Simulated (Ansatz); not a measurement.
**CH6NSSb: rigid scan of one bond length in Python**

How does the energy of CH6NSSb change as one bond is stretched? Wanted for CH6NSSb: a rigid scan of one bond length. SMILES: [CH3][Sb]([NH2])[SH].

Computed with Ansatz 0.2.0 through its Python package. Level of theory: CAM-B3LYP/def2-SVP.

## (1) The structure

Bond lengths: C1–Sb2 2.098 Å, Sb2–N3 2.076 Å, Sb2–S4 2.519 Å, C1–H5 1.159 Å, C1–H6 1.132 Å, C1–H7 1.107 Å, N3–H8 0.986 Å, N3–H9 1.077 Å, S4–H10 1.406 Å. Angles: C1–Sb2–N3 90.6°, C1–Sb2–S4 92.6°, N3–Sb2–S4 92.0°, Sb2–C1–H5 111.1°, Sb2–C1–H6 113.9°, Sb2–C1–H7 112.1°, H5–C1–H6 106.0°, H5–C1–H7 106.3°, H6–C1–H7 107.0°, Sb2–N3–H8 109.3°, Sb2–N3–H9 108.9°, H8–N3–H9 104.8°, Sb2–S4–H10 88.9°.

No structure file is read: the coordinates are typed or built in the script.

## (2) The script

ch6nssb.py

```python
import ansatz
from ase import Atoms
import numpy as np

BASIS = 'def2-SVP'
XC = 'CAM-B3LYP'

atoms = Atoms(['C', 'Sb', 'N', 'S', 'H', 'H', 'H', 'H', 'H', 'H'], positions=[
    [-1.1904, 0.5446, -0.392],
    [0.2631, -0.9593, -0.556],
    [0.536, -0.9519, 1.5015],
    [2.1168, 0.711, -0.8977],
    [-1.4297, 1.0086, -1.4273],
    [-0.884, 1.4075, 0.2741],
    [-2.149, 0.1552, 0.0029],
    [-0.1967, -1.4529, 1.9299],
    [1.4267, -1.5102, 1.737],
    [1.5903, 0.9963, -2.1693],
])
system = ansatz.Crystal.molecule_from_ase(atoms)

symbols = [site.symbol for site in system.cartesian_sites]
start = np.array([site.position_ang for site in system.cartesian_sites])
axis = (start[3] - start[1]) / np.linalg.norm(start[3] - start[1])
moving = [3, 9]
lengths, energies = [2.216, 2.317, 2.418, 2.519, 2.619, 2.72, 2.821, 2.972], []
for length in lengths:
    xyz = start.copy()
    xyz[moving] += (length - np.linalg.norm(start[3] - start[1])) * axis
    point = ansatz.Crystal.molecule()
    for symbol, place in zip(symbols, xyz):
        point = point.atom(symbol, place.tolist())
    base = point.calculation().basis(gaussian=BASIS).functional(XC)
    data = base.run(threads=1, pin='off').report
    energies.append(data['free_energy_ev'])
    print(f'r = {length:6.3f} A  E = {energies[-1]:.5f} eV  <S^2> = {abs(data["mean_field"]["state"]["spin_squared"]):.3f}')

fit = np.polynomial.Polynomial.fit(lengths, np.array(energies) - min(energies), 4).convert()
roots = [r.real for r in fit.deriv().roots() if abs(r.imag) < 1e-9 and fit.deriv(2)(r.real) > 0]
r_e = min(roots, key=lambda r: abs(r - lengths[int(np.argmin(energies))]))
print(f'minimum of the fit at {r_e:.4f} A, force constant {fit.deriv(2)(r_e):.2f} eV/A^2')
```

## (3) The input behind the calls

The engine receives this input (first run):

```yaml
crystal:
  periodic: [false, false, false]
  atoms:
    - { symbol: C, position_ang: [-1.1904, 0.5446, -0.392] }
    - { symbol: Sb, position_ang: [0.2631, -0.9593, -0.556] }
    - { symbol: "N", position_ang: [0.536, -0.9519, 1.5015] }
    - { symbol: S, position_ang: [1.8941470280384118, 0.5103757031518366, -0.8566574793551953] }
    - { symbol: H, position_ang: [-1.4297, 1.0086, -1.4273] }
    - { symbol: H, position_ang: [-0.884, 1.4075, 0.2741] }
    - { symbol: H, position_ang: [-2.149, 0.1552, 0.0029] }
    - { symbol: H, position_ang: [-0.1967, -1.4529, 1.9299] }
    - { symbol: H, position_ang: [1.4267, -1.5102, 1.737] }
    - { symbol: H, position_ang: [1.3676470280384119, 0.7956757031518366, -2.128257479355195] }
basis:
  gaussian:
    orbitals: def2-SVP
hamiltonian:
  xc: cam_b3lyp
```

## (4) Launch

Run with:

```console
> python ch6nssb.py
```

**Question.** What results will this script give? Wanted: range of energy; lowest point, distance.

**Answer**, as computed:

| quantity | value |
| --- | --- |
| bond length at the fit's minimum | 2.4741 Å |
| runs compared | 8 |
| range of energy | 0.737 eV |
| lowest point, distance (Å) | 2.52 |

What this shows: The curve has its lowest point inside the range, at 2.52. The ends stand 0.512 and 0.737 eV above it. The distance scanned is the script's pair 1, 3. Reading the output:
- The rest of the molecule is held rigid at a force-field or estimated start geometry, and the basis set is modest; single-reference methods fail as a bond breaks.
- def2 sets replace the cores of elements past krypton by effective core potentials.
- The orbitals are restricted, so S² is zero by construction.
